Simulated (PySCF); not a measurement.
# C2H5AlBrN: the cost of one run

Computed with PySCF 2.14.0, with density-fitted response routines of our own, on a single molecule in the gas phase. Atoms are numbered from 0 throughout.

## (1) The molecule as given

10 atoms, charge 0, multiplicity 1; geometry from: GFN2-xTB. The atoms were then displaced at random by about 0.01 Å, so the start is not that level's minimum.

Bonds of the start (Å): C0–N1 1.15, N1–Al2 2.05, Al2–C3 1.98, Al2–Br4 2.27, C0–H5 1.06, Al2–H6 1.54, C3–H7 1.10, C3–H8 1.07, C3–H9 1.13.

## (2) Optimising the geometry at PBE0-D3(BJ)/def2-SVP

The job: settings as JSON, then the geometry in Å.

```
{"job": {"xc": "PBE0", "basis": "def2-SVP", "d3": "d3bj", "grid": 1, "shake": 0.01, "kind": "geom"}, "charge": 0, "multiplicity": 1}
C      1.836470     1.580280     1.096720
N      1.067010     0.885800     0.603030
Al    -0.760490     0.292460    -0.112470
C     -0.501100    -1.506270    -0.905410
Br    -1.790220     0.529860     1.898900
H      2.506600     2.266890     1.546990
H     -0.834890     1.594590    -0.933780
H     -0.519280    -1.456350    -2.001570
H      0.394340    -2.011670    -0.601590
H     -1.347990    -2.196520    -0.611870
```

Started as:

```sh
> OMP_NUM_THREADS=1 python probes_run.py task.json out
```

One launch serves the whole session: the jobs run in the order shown.

Q: Estimate the wall time and peak memory of this first job on 1 thread of Arm Neoverse V1, shared host.

About 2.9 min, with a peak of 0.5 GiB.
